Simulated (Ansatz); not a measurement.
# The cluster Si5H2: a spread of methods and bases

How do the results and run time of the cluster Si5H2 respond when the settings are drawn wide?

Method: the settings change from run to run; program: Ansatz 0.2.0, Gaussian basis.

### 1 The relaxed structure

The geometry comes from an earlier relaxation with B3LYP-D4/def2-SVP; it is a stationary point, not always the lowest conformer.

7 atoms, charge 0, spin multiplicity 1.

Atoms are counted from 1 here; the program's logs count them from 0.

Bond lengths: Si1–Si2 2.327 Å, Si1–Si3 2.327 Å, Si1–Si5 2.327 Å, Si1–H6 1.482 Å, Si2–Si4 2.327 Å, Si3–Si4 2.327 Å, Si4–Si5 2.327 Å, Si4–H7 1.482 Å. Angles: Si2–Si1–Si3 81.4°, Si2–Si1–Si5 81.4°, Si2–Si1–H6 131.2°, Si3–Si1–Si5 81.4°, Si3–Si1–H6 131.2°, Si5–Si1–H6 131.2°, Si1–Si2–Si4 82.4°, Si1–Si3–Si4 82.4°, Si2–Si4–Si3 81.4°, Si2–Si4–Si5 81.4°, Si2–Si4–H7 131.2°, Si3–Si4–Si5 81.4°, Si3–Si4–H7 131.2°, Si5–Si4–H7 131.2°, Si1–Si5–Si4 82.4°.

### 2 B3LYP5/6-31++G**

This run has multiplicity 3, atoms shaken by 0.15 Å.

Input file in.yaml:

```yaml
crystal:
  periodic: [false, false, false]
  atoms:
    - {symbol: Si, position_ang: [0.476617, -0.236621, -1.480478]}
    - {symbol: Si, position_ang: [0.698878, -1.739608, 0.486158]}
    - {symbol: Si, position_ang: [-1.544529, -0.000156, -0.626631]}
    - {symbol: Si, position_ang: [-0.659003, 0.210356, 1.570541]}
    - {symbol: Si, position_ang: [0.967182, 1.539329, 0.354195]}
    - {symbol: H, position_ang: [1.108002, -0.046666, -3.220546]}
    - {symbol: H, position_ang: [-1.227387, 0.420285, 2.805822]}
basis:
  gaussian: {orbitals: "6-31++G**"}
magnetization: {spin_polarized: true, initial_magnetization: 2}
hamiltonian: {xc: {name: B3LYP5}}
output: {forces: true}
```

Run with:

```
$ ansatz run in.yaml --threads 4 --pin off --events-out ev --progress --plain --max-ram 3916MiB
```

Log (excerpt; [...] marks lines left out):

```text
Functional definition: B3LYP5
  name "B3LYP5"
  cite "Stephens, Devlin, Chabalowski & Frisch, J. Phys. Chem. 98, 11623 (1994) doi:10.1021/j100096a001"
  cite "Becke, Phys. Rev. A 38, 3098 (1988) doi:10.1103/PhysRevA.38.3098"
  cite "Lee, Yang & Parr, Phys. Rev. B 37, 785 (1988) doi:10.1103/PhysRevB.37.785"
  cite "Vosko, Wilk & Nusair, Can. J. Phys. 58, 1200 (1980) doi:10.1139/p80-159"
[...]
1059 factors; integrals over basis functions are off by at most 1.2e-3 eV
[...]
mean field -39407.96801876 eV, -1448.2161130094 hartree, gradient 9.9e-8 eV, S^2 2.012491; 9 other end points of the search recorded, 0 dependent functions left out
[...]
reference -39407.96832770 eV, -1448.2161243625 hartree; 37, 35 occupied and 90, 92 virtual orbitals, 1059 factors
Total energy: -39407.96832770 eV, -1448.2161243625 hartree
Atom 0 at     0.476617    -0.236621    -1.480478 Å, force     1.892214     1.354231    -1.752870 eV/Å
Atom 1 at     0.698878    -1.739608     0.486158 Å, force    -0.373014     0.048022     0.076437 eV/Å
Atom 2 at    -1.544529    -0.000156    -0.626631 Å, force    -0.969956    -0.347722     0.985047 eV/Å
Atom 3 at    -0.659003     0.210356     1.570541 Å, force     1.816401    -0.103808    -4.138137 eV/Å
Atom 4 at     0.967182     1.539329     0.354195 Å, force    -0.194771    -0.683284    -0.203352 eV/Å
Atom 5 at     1.108002    -0.046666    -3.220546 Å, force    -1.071454    -0.462604     2.879645 eV/Å
Atom 6 at    -1.227387     0.420285     2.805822 Å, force    -1.099421     0.195166     2.153230 eV/Å
Dipole moment:    -0.159591     0.169634     0.061865 e Å
```

Run time: 29 s. Hardware: 4 threads of Arm Neoverse V2, shared host; peak memory 0.56 GiB.

Largest force 4.520 eV/Å, dipole 1.16 D, ⟨S²⟩ 2.012.

### 3 PBE0/aug-cc-pVDZ

Set apart from the defaults: unrestricted orbitals.

Input file in.yaml:

```yaml
crystal:
  periodic: [false, false, false]
  atoms:
    - {symbol: Si, position_ang: [0.561117, -0.104973, -1.422143]}
    - {symbol: Si, position_ang: [0.667805, -1.574252, 0.379671]}
    - {symbol: Si, position_ang: [-1.621667, 0.130028, -0.649394]}
    - {symbol: Si, position_ang: [-0.561120, 0.104965, 1.422140]}
    - {symbol: Si, position_ang: [0.953846, 1.444233, 0.269710]}
    - {symbol: H, position_ang: [1.103609, -0.206561, -2.797788]}
    - {symbol: H, position_ang: [-1.103589, 0.206560, 2.797794]}
basis:
  gaussian: {orbitals: aug-cc-pVDZ}
magnetization: {spin_polarized: true, initial_magnetization: 0}
hamiltonian: {xc: {name: PBE0}}
output: {forces: true}
```

Same command.

Log (excerpt; [...] marks lines left out):

```text
Functional definition: PBE0
  name "PBE0"
  cite "Adamo & Barone, J. Chem. Phys. 110, 6158 (1999) doi:10.1063/1.478522"
  cite "Perdew, Burke & Ernzerhof, Phys. Rev. Lett. 77, 3865 (1996) doi:10.1103/PhysRevLett.77.3865"
  parent pbe
[...]
1566 factors; integrals over basis functions are off by at most 7.6e-4 eV
[...]
mean field -39402.85157022 eV, -1448.0280869934 hartree, gradient 5.6e-5 eV, S^2 0.000000; 2 other end points of the search recorded, 0 dependent functions left out
[...]
reference -39402.85163793 eV, -1448.0280894820 hartree; 36, 36 occupied and 117, 117 virtual orbitals, 1566 factors
Total energy: -39402.85163793 eV, -1448.0280894820 hartree
Atom 0 at     0.561117    -0.104973    -1.422143 Å, force    -0.045525     0.008393     0.114422 eV/Å
Atom 1 at     0.667805    -1.574252     0.379671 Å, force    -0.112548     0.265276    -0.063964 eV/Å
Atom 2 at    -1.621667     0.130028    -0.649394 Å, force     0.273408    -0.021902     0.109442 eV/Å
Atom 3 at    -0.561120     0.104965     1.422140 Å, force     0.045479    -0.008374    -0.114455 eV/Å
Atom 4 at     0.953846     1.444233     0.269710 Å, force    -0.160796    -0.243385    -0.045430 eV/Å
Atom 5 at     1.103609    -0.206561    -2.797788 Å, force     0.043491    -0.008088    -0.109893 eV/Å
Atom 6 at    -1.103589     0.206560     2.797794 Å, force    -0.043510     0.008080     0.109878 eV/Å
Dipole moment:    -0.000002     0.000000    -0.000000 e Å
```

Wall time 7 s (4 threads of Arm Neoverse V2, shared host); peak memory 0.68 GiB.

Largest force 0.295 eV/Å, dipole 0.00 D, ⟨S²⟩ 0.000.

### 4 PBE0/6-31G

Options: multiplicity 3, coordinates scaled by 0.96, D3(BJ) with three-body dispersion, high accuracy, the search for lower states set to off.

Input file in.yaml:

```yaml
crystal:
  periodic: [false, false, false]
  atoms:
    - {symbol: Si, position_ang: [0.538672, -0.100774, -1.365257]}
    - {symbol: Si, position_ang: [0.641093, -1.511282, 0.364484]}
    - {symbol: Si, position_ang: [-1.556801, 0.124827, -0.623418]}
    - {symbol: Si, position_ang: [-0.538676, 0.100766, 1.365255]}
    - {symbol: Si, position_ang: [0.915692, 1.386464, 0.258922]}
    - {symbol: H, position_ang: [1.059465, -0.198298, -2.685877]}
    - {symbol: H, position_ang: [-1.059446, 0.198297, 2.685882]}
basis:
  gaussian: {orbitals: 6-31G}
magnetization: {spin_polarized: true, initial_magnetization: 2}
hamiltonian: {xc: {name: PBE0}, dispersion: d3bjatm}
accuracy: high
scf: {lower_state_search: off}
```

Launched as before.

Log (excerpt; [...] marks lines left out):

```text
Functional definition: PBE0
  name "PBE0"
  cite "Adamo & Barone, J. Chem. Phys. 110, 6158 (1999) doi:10.1063/1.478522"
  cite "Perdew, Burke & Ernzerhof, Phys. Rev. Lett. 77, 3865 (1996) doi:10.1103/PhysRevLett.77.3865"
  parent pbe
[...]
1593 factors; integrals over basis functions are off by at most 3.2e-9 eV
[...]
mean field -39394.26674825 eV, -1447.7126006052 hartree, gradient 2.8e-8 eV, S^2 2.052213; 0 other end points of the search recorded, 0 dependent functions left out
reference -39394.26675085 eV, -1447.7126007006 hartree; 37, 35 occupied and 32, 34 virtual orbitals, 1593 factors
Total energy: -39394.65600018 eV, -1447.7269053497 hartree
Checks for a lower state left out: stability, starts, cluster_reference, orbital_swaps, neighbouring_geometries, increment
```

It took 5.5 s on 4 threads of Arm Neoverse V2, shared host.

⟨S²⟩ 2.052.

### 5 PBE0/def2-SVPD

Input file in.yaml:

```yaml
crystal:
  periodic: [false, false, false]
  atoms:
    - {symbol: Si, position_ang: [0.561117, -0.104973, -1.422143]}
    - {symbol: Si, position_ang: [0.667805, -1.574252, 0.379671]}
    - {symbol: Si, position_ang: [-1.621667, 0.130028, -0.649394]}
    - {symbol: Si, position_ang: [-0.561120, 0.104965, 1.422140]}
    - {symbol: Si, position_ang: [0.953846, 1.444233, 0.269710]}
    - {symbol: H, position_ang: [1.103609, -0.206561, -2.797788]}
    - {symbol: H, position_ang: [-1.103589, 0.206560, 2.797794]}
basis:
  gaussian: {orbitals: def2-SVPD}
hamiltonian: {xc: {name: PBE0}}
scf: {omitted_lower_state_checks: [starts]}
output: {forces: true}
```

Same command.

Log (excerpt; [...] marks lines left out):

```text
Functional definition: PBE0
  name "PBE0"
  cite "Adamo & Barone, J. Chem. Phys. 110, 6158 (1999) doi:10.1063/1.478522"
  cite "Perdew, Burke & Ernzerhof, Phys. Rev. Lett. 77, 3865 (1996) doi:10.1103/PhysRevLett.77.3865"
  parent pbe
[...]
1308 factors; integrals over basis functions are off by at most 9.9e-4 eV
[...]
mean field -39390.35399234 eV, -1447.5688094775 hartree, gradient 5.9e-5 eV, S^2 0.000000; 0 other end points of the search recorded, 0 dependent functions left out
[...]
reference -39390.35402592 eV, -1447.5688107117 hartree; 36, 36 occupied and 100, 100 virtual orbitals, 1308 factors
Total energy: -39390.35402592 eV, -1447.5688107117 hartree
Atom 0 at     0.561117    -0.104973    -1.422143 Å, force    -0.070693     0.013110     0.178172 eV/Å
Atom 1 at     0.667805    -1.574252     0.379671 Å, force    -0.146828     0.346091    -0.083458 eV/Å
Atom 2 at    -1.621667     0.130028    -0.649394 Å, force     0.356652    -0.028591     0.142786 eV/Å
Atom 3 at    -0.561120     0.104965     1.422140 Å, force     0.070639    -0.013064    -0.178206 eV/Å
Atom 4 at     0.953846     1.444233     0.269710 Å, force    -0.209749    -0.317538    -0.059279 eV/Å
Atom 5 at     1.103609    -0.206561    -2.797788 Å, force     0.017701    -0.003257    -0.044486 eV/Å
Atom 6 at    -1.103589     0.206560     2.797794 Å, force    -0.017720     0.003249     0.044471 eV/Å
Dipole moment:    -0.000003    -0.000003     0.000002 e Å
Checks for a lower state left out: starts
```

Run time: 2.4 s. Hardware: 4 threads of Arm Neoverse V2, shared host.

Largest force 0.385 eV/Å, dipole 0.00 D.

### 6 The runs in one table

| level | charge | multiplicity | geometry | functions | energy (eV) | time |
| --- | --- | --- | --- | --- | --- | --- |
| B3LYP5/6-31++G** | 0 | 3 | shaken | 127 | -39407.968 | 29 s |
| PBE0/aug-cc-pVDZ | 0 | 1 | relaxed | 153 | -39402.852 | 7 s |
| PBE0/6-31G | 0 | 3 | scaled | 69 | -39394.656 | 5.5 s |
| PBE0/def2-SVPD | 0 | 1 | relaxed | 136 | -39390.354 | 2.4 s |

### 7 Results

```
                                         quantity                   value
                                             runs                       4
                                         quickest   PBE0/def2-SVPD, 2.4 s
                                          slowest  B3LYP5/6-31++G**, 29 s
spread of total energies, same state and geometry                 12.5 eV
                  dipole, same state and geometry          0.00 to 0.00 D
```

Run time spans a factor of 12, from PBE0/def2-SVPD to B3LYP5/6-31++G**. The jobs differ in tasks and options as well as level. The totals spread over 12 eV; they can't be compared across methods or bases. At the B3LYP-D4/def2-SVP geometry and in the same state, the sound runs without point charges leave forces up to 0.39 eV/Å (PBE0/def2-SVPD).
